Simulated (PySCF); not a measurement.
**RuOH₂: structure of the quintet**

Aim: relax RuOH₂ as a quintet from a trigonal pyramidal start, check by its vibrations whether the end is a minimum, and collect its spectrum and constants.

Computed with PySCF 2.14.0. Level: PBE0, basis Ru def2-TZVP with ECP28, O def2-TZVP, H def2-TZVP, scalar-relativistic core potentials, no spin–orbit coupling, density fitting.

**1. The starting structure**

4 atoms, charge 0, spin multiplicity 5.

Bond lengths: Ru1–O2 1.710 Å, Ru1–H3 1.570 Å, Ru1–H4 1.570 Å. Angles: O2–Ru1–H3 99.8°, O2–Ru1–H4 99.8°, H3–Ru1–H4 99.8°.

```xyz
4
charge 0 multiplicity 5
Ru    0.0949    0.1643   -0.1195
O    -0.6601   -1.1432    0.6833
H     1.4811    0.1643    0.6176
H    -0.5982    1.3648    0.6176
```

**2. Relaxation: trigonal pyramidal start, quintet**

One driver script runs all steps and calls PySCF; scf.py shows how it sets up the SCF of each step. The optimiser is the driver's own. Before each start the driver seeks the lowest SCF state from one or more starting densities and follows internal instabilities, so scf.py alone need not reach the same state.

The program finds Cs symmetry in the start, which this walk keeps.

Contents of scf.py:

```python
from pyscf import gto, scf, dft
mol = gto.M(atom='''
Ru     0.094879     0.164319    -0.119472
O     -0.660108    -1.143231     0.683328
H      1.481085     0.164266     0.617629
H     -0.598172     1.364840     0.617627''',
    basis={'Ru': 'def2-TZVP', 'O': 'def2-TZVP', 'H': 'def2-TZVP'},
    ecp={'Ru': 'def2-TZVP'},
    charge=0, spin=4)
mf = dft.UKS(mol, xc='PBE0')
mf.grids.atom_grid = (50, 194)
aux = {'Ru': 'def2-universal-JKFIT', 'O': 'def2-universal-JKFIT', 'H': 'def2-universal-JKFIT'}
mf = mf.density_fit(auxbasis=aux)
mf.kernel()
```

Further steps of the session: Vibrations and properties at this point.

**Question.** What will these runs give? Wanted: minimum; geometry; wavenumbers; dipole moment; highest occupied, lowest empty level; polar-tensor charge of Ru1; zero-point energy; atomisation energy; ⟨S²⟩.

**Answer**, as computed:

| quantity | value |
| --- | --- |
| minimum | quintet, Cs |
| geometry | Ru–H 1.625 Å (×2), Ru–O 1.752 Å; H–Ru–H 91.5°, H–Ru–O 132.3° (×2) |
| wavenumbers (cm⁻¹) | 135 (a'), 220 (a''), 622 (a'), 837 (a'), 1958 (a''), 2000 (a') |
| dipole moment | 1.82 D |
| highest occupied, lowest empty level (either spin) | -7.12, -4.59 eV |
| polar-tensor charge of Ru1 | +0.77 e |
| zero-point energy | 34.5 kJ/mol |
| entropy at 298.15 K | 289.7 J/(mol K) |
| atomisation energy (no zero-point energy) | 851 kJ/mol |
| ⟨S²⟩ | 6.021 |

In words: The molecule stays Cs, as typed, and the end point is a minimum. In the infrared the band at 1958 cm⁻¹ (a'', stretch) leads. Most of the spin sits on Ru1 (Mulliken spin 3.22, against 4 for the whole molecule). Other starts or spin states, not run here, may lie lower. One determinant may miss the lowest occupation of an open d or f shell.
